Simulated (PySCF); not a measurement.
**C3H7ClGa− (SMILES [Cl][GaH2-][CH]1CC1) at 4 levels**

We compute a comparison of 4 runs (HF/STO-3G, HF/6-31G, HF/cc-pVDZ, B3LYP/6-31G*) of C3H7ClGa−. The job is set up through a Python script.

The results are computed with PySCF 2.14.0.

## 1. The structure to begin with

C3H7ClGa− has 12 atoms, charge -1, and is taken as a singlet. As SMILES, `[Cl][GaH2-][CH]1CC1`. The shape comes from GFN2-xTB, which is rough for such elements, and wasn't checked as a minimum. This is one conformer, not always the lowest.

Bond lengths: Cl1–Ga2 2.134 Å, Ga2–C3 2.027 Å, C3–C4 1.509 Å, C3–C5 1.508 Å, C4–C5 1.490 Å, Ga2–H6 1.571 Å, Ga2–H7 1.570 Å, C3–H8 1.096 Å, C4–H9 1.086 Å, C4–H10 1.085 Å, C5–H11 1.085 Å, C5–H12 1.086 Å. Some angles: Cl1–Ga2–C3 109.7°, Ga2–C3–C4 116.4°, Ga2–C3–C5 118.7°, C4–C3–C5 59.2°, C3–C4–C5 60.3°, C3–C5–C4 60.5°, Cl1–Ga2–H6 106.4°, Cl1–Ga2–H7 107.0°, C3–Ga2–H6 114.5°, C3–Ga2–H7 109.2°.

## 2. Energy and forces at HF/STO-3G (run 1)

The input, run.py:

```python
import pyscf.grad
from pyscf import gto

mol = gto.M(
    atom=[
    ('Cl', (-2.958540, -1.261860, 0.156010)),
    ('Ga', (-1.670450, 0.438880, 0.181540)),
    ('C', (0.106520, -0.036570, -0.669510)),
    ('C', (1.025070, -0.915750, 0.143970)),
    ('C', (1.371450, 0.518550, -0.065130)),
    ('H', (-2.449870, 1.596270, -0.540310)),
    ('H', (-1.438290, 0.815130, 1.688270)),
    ('H', (0.197030, -0.214730, -1.747520)),
    ('H', (0.696300, -1.213360, 1.135230)),
    ('H', (1.628550, -1.668770, -0.352790)),
    ('H', (1.282090, 1.187990, 0.783610)),
    ('H', (2.210140, 0.754220, -0.713380)),
],
    charge=-1,
    max_memory=1860,
    basis='sto-3g',
    verbose=4,
    spin=0,
)

calc0 = mol.RHF()
calc0.conv_tol = 1e-10
calc0.kernel()
if not calc0.converged:
    calc0 = calc0.newton().run(calc0.mo_coeff, calc0.mo_occ)

etot = calc0.e_tot
print('Final energy', etot)
grad = calc0.Gradients().kernel()
dip = calc0.dip_moment()
pop, q = calc0.mulliken_pop()
```

On the command line:

```console
OMP_NUM_THREADS=1 python run.py
```

Log:

```text
PySCF version 2.14.0

[... 70 lines left out ...]
converged SCF energy = -2471.7276315717
Final energy -2471.7276315717013
[... 12 lines left out ...]
WARN: System has nonzero charge -1; the dipole moment is origin-dependent.
[... 2 lines left out ...]
Dipole moment(X, Y, Z, Debye):  8.65499,  0.84947, -0.84447
[... 62 lines left out ...]
charge of   11H =      0.02176
```

Run time: 11 s. Hardware: 1 thread of Intel Xeon at 2.50GHz (Skylake/Cascade Lake), shared host; peak memory 0.12 GiB.

## 3. Energy and gradient at HF/6-31G (run 2)

The input, geometry.xyz:

```xyz
12
C3H7ClGa
Cl    -2.958540    -1.261860     0.156010
Ga    -1.670450     0.438880     0.181540
C      0.106520    -0.036570    -0.669510
C      1.025070    -0.915750     0.143970
C      1.371450     0.518550    -0.065130
H     -2.449870     1.596270    -0.540310
H     -1.438290     0.815130     1.688270
H      0.197030    -0.214730    -1.747520
H      0.696300    -1.213360     1.135230
H      1.628550    -1.668770    -0.352790
H      1.282090     1.187990     0.783610
H      2.210140     0.754220    -0.713380
```

The input, job.py:

```python
import pyscf.grad
from pyscf import gto

mol = gto.M(
    atom='geometry.xyz',
    max_memory=1860,
    charge=-1,
    verbose=3,
    basis='6-31g',
)

mf = mol.RHF()
mf.conv_tol = 1e-10
mf.kernel()
if not mf.converged:
    mf = mf.newton().run(mf.mo_coeff, mf.mo_occ)

e_tot = mf.e_tot
print('Final energy', e_tot)
grad = mf.Gradients().kernel()
dip = mf.dip_moment()
pop, q = mf.mulliken_pop()
```

On the command line:

```console
OMP_NUM_THREADS=1 python job.py
```

Log:

```text
converged SCF energy = -2500.05239419726
Final energy -2500.052394197257
--------------- RHF gradients ---------------
         x                y                z
0 Cl     0.0387834738     0.0539641921     0.0018851706
1 Ga    -0.0421658887    -0.0419058222     0.0102627106
2 C     0.0070203381     0.0042604967     0.0099888330
[... 8 lines of this table left out ...]
11 H     0.0046846733     0.0009632256    -0.0041188874
----------------------------------------------

WARN: System has nonzero charge -1; the dipole moment is origin-dependent.
[... 2 lines left out ...]
Dipole moment(X, Y, Z, Debye):  9.43274,  0.74085, -1.08482
[... 94 lines left out ...]
charge of   11H =      0.11515
```

It took 38 s on 1 thread of Intel Xeon at 2.50GHz (Skylake/Cascade Lake), shared host; peak memory 0.17 GiB.

Run 3 isn't shown in full; the table further down has it.

## 4. Energy and forces at B3LYP/6-31G(d) (Cartesian functions) (run 4)

The input, calc.py:

```python
from pyscf import gto, dft

mol = gto.M(
    atom=[
    ('Cl', (-2.958540, -1.261860, 0.156010)),
    ('Ga', (-1.670450, 0.438880, 0.181540)),
    ('C', (0.106520, -0.036570, -0.669510)),
    ('C', (1.025070, -0.915750, 0.143970)),
    ('C', (1.371450, 0.518550, -0.065130)),
    ('H', (-2.449870, 1.596270, -0.540310)),
    ('H', (-1.438290, 0.815130, 1.688270)),
    ('H', (0.197030, -0.214730, -1.747520)),
    ('H', (0.696300, -1.213360, 1.135230)),
    ('H', (1.628550, -1.668770, -0.352790)),
    ('H', (1.282090, 1.187990, 0.783610)),
    ('H', (2.210140, 0.754220, -0.713380)),
],
    max_memory=1860,
    verbose=4,
    cart=True,
    basis='6-31g*',
    spin=0,
    charge=-1,
)

mf = dft.RKS(mol)
mf.xc = 'b3lyp'
mf.conv_tol = 1e-10
mf.grids.level = 5
mf.kernel()
if not mf.converged:
    mf = mf.newton().run(mf.mo_coeff, mf.mo_occ)

energy = mf.e_tot
print('Final energy', energy)
grad = mf.nuc_grad_method().kernel()
mf.analyze()
```

On the command line:

```console
OMP_NUM_THREADS=1 python calc.py
```

Log:

```text
PySCF version 2.14.0

[... 113 lines left out ...]
MO #8   energy= -10.0294645041873  occ= 2
[... 20 lines left out ...]
MO #29  energy= -0.239885119543226 occ= 2
[... 20 lines left out ...]
MO #50  energy= 0.39130720253967   occ= 0
[... 20 lines left out ...]
MO #71  energy= 1.0101397697749    occ= 0
[... 20 lines left out ...]
MO #92  energy= 2.05273329616797   occ= 0
[... 20 lines left out ...]
MO #113 energy= 74.1655242396533   occ= 0
[... 129 lines left out ...]
WARN: System has nonzero charge -1; the dipole moment is origin-dependent.
Location of origin: [0. 0. 0.]

Dipole moment(X, Y, Z, Debye):  8.79959,  0.25427, -1.03260
```

Wall time 2 min (1 thread of Intel Xeon at 2.50GHz (Skylake/Cascade Lake), shared host); peak memory 1.2 GiB.

## 5. All runs side by side

```tsv
run	level	Cartesian functions	integration grid	energy (Eh)	HOMO energy (eV)	LUMO energy (eV)	HOMO–LUMO gap (eV)	wall time
1	HF/STO-3G	no	–	-2471.727632	-0.44	16.73	17.17	11 s
2	HF/6-31G	no	–	-2500.052394	-5.23	7.68	12.91	38 s
3	HF/cc-pVDZ	no	–	-2500.442878	-5.14	8.60	13.74	66 s
4	B3LYP/6-31G* (Cartesian functions)	yes	5	-2503.413859	-1.85	5.26	7.12	2 min
```

## 6. What came out

```
                                                    quantity           value
                                         run 4: total energy  -2503.41386 Eh
                                          run 4: HOMO energy        -1.85 eV
                                          run 4: LUMO energy         5.26 eV
run 4: HOMO–LUMO gap (to an unbound level, set by the basis)         7.12 eV
                             run 4: largest force on an atom      2.487 eV/Å
```

The HOMO–LUMO gap runs from 7.12 eV (B3LYP/6-31G*) to 17.17 eV (HF/STO-3G). The two ends differ in method and basis. The empty levels of an anion lie above zero and hang on the basis. In run 1 the basis is minimal, so the values are rough. All runs together took 4 min, the longest 2 min.
